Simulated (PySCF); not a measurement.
# C4H7FO2Si: the cost of one run

The runs use PySCF 2.14.0, with density-fitted response routines of our own; the level of theory stands in each step. All values are computed, except where a source is named. Atoms count from 0, in the outputs and in this text.

## Step 1: Starting geometry

15 atoms, charge 0, multiplicity 1; geometry from: GFN2-xTB.

Bonds of the start (Å): O0–C1 1.20, C1–C2 1.52, C2–C3 1.55, C3–O4 1.43, O4–C5 1.36, C5–F6 1.38, C3–Si7 1.94, Si7–C1 1.95, C2–H8 1.09, C2–H9 1.09, C3–H10 1.10, C5–H11 1.10, C5–H12 1.10, Si7–H13 1.46, Si7–H14 1.45.

## Step 2: Excited states and response: wB97X-D/def2-SVPD

Job settings and geometry (Å):

```
{"job": {"kind": "uv", "xc": "wB97X-D", "basis": "def2-SVPD", "nstates": 8, "ntriplets": 3}, "charge": 0, "multiplicity": 1}
O     -2.583884     0.177072    -2.048283
C     -1.809880     0.119651    -1.132406
C     -0.299443     0.261630    -1.152580
C     -0.043024     0.348224     0.368761
O      0.856562    -0.634957     0.882725
C      2.177216    -0.412376     0.640612
F      2.514929    -0.666428    -0.674170
Si    -1.886871    -0.064669     0.803473
H      0.054248     1.110990    -1.737210
H      0.145038    -0.641028    -1.575419
H      0.324040     1.340891     0.660211
H      2.481966     0.632495     0.824650
H      2.759301    -1.113166     1.249426
H     -2.615631     0.959810     1.545992
H     -2.078981    -1.410149     1.322308
```

With the program's defaults for keys left out, this is: TDDFT wB97X-D/def2-SVPD, vertical, gas phase, core orbitals frozen in the response.

The run is started by

```bash
> OMP_NUM_THREADS=1 python probes_run.py task.json out
```

The driver reads the jobs from task.json and runs them one after another.

**Question.** How long does this job take on 1 thread of Arm Neoverse N1, shared host, and how much memory does it need?

About 95 s, with a peak of 0.96 GiB.
